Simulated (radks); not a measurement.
# Bi³⁺ in [Xe] 4f14 5d9.5 6s2 7s0.5: an all-electron calculation

An exercise on one series of results from a longer session: the logs are not shown, and one member is left open.

The numbers are computed with radks (a radial shooting solver on a logarithmic mesh, Libxc functionals) version 1 (scalar-relativistic Kohn-Sham, r2SCAN, spin-unpolarised, spherical densities, finite nucleus), except any that are marked as measured or tabulated.

### What is computed

```
element            : bismuth (Z = 83)
charge             : +3
electrons          : 80
configuration      : [Xe] 4f14 5d9.5 6s2 7s0.5
nuclear rms radius : 5.5211 fm
```

Set-up of the first run:

The run's settings:

```text
Z 83
configuration [Xe] 4f14 5d9.5 6s2 7s0.5
relativity scalar-relativistic
functional r2scan,r2scan
spin unpolarised
nucleus finite rms 5.5211 fm
c 137.035999084
```

Launch:

```sh
$ python run_ks.py task.json out
```

The same process makes all the runs of this session.

One table of the session follows, with a row left open; its other results are not shown here.

It belongs to the step «Radial structure». Radial moments (bohr):

```
level      <r>  outermost maximum (interpolated)  90 % within  nodes
   1s        ?                                 ?            ?      ?
   2s  0.06648                            0.0562        0.103      1
   2p  0.06055                            0.0469       0.0989      0
   3s   0.1715                             0.158        0.252      2
   3p   0.1736                             0.159        0.260      1
   3d   0.1575                             0.130        0.244      0
   4s   0.3770                             0.356        0.540      3
   4p   0.4022                             0.376        0.582      2
   4d   0.4223                             0.381        0.628      1
   5s   0.8326                             0.771         1.18      4
   4f   0.4409                             0.343        0.697      0
   5p   0.9464                             0.859         1.36      3
   5d    1.202                              1.03         1.79      2
   6s    1.966                              1.78         2.80      5
   7s    4.279                              4.10         5.92      6
```

Q: Estimate the row for 1s from the others.

The run gave: <r>: 0.01580; outermost maximum (interpolated): 0.00966; 90 % within: 0.0290; nodes: 0. In the column «<r>» it is the lowest.
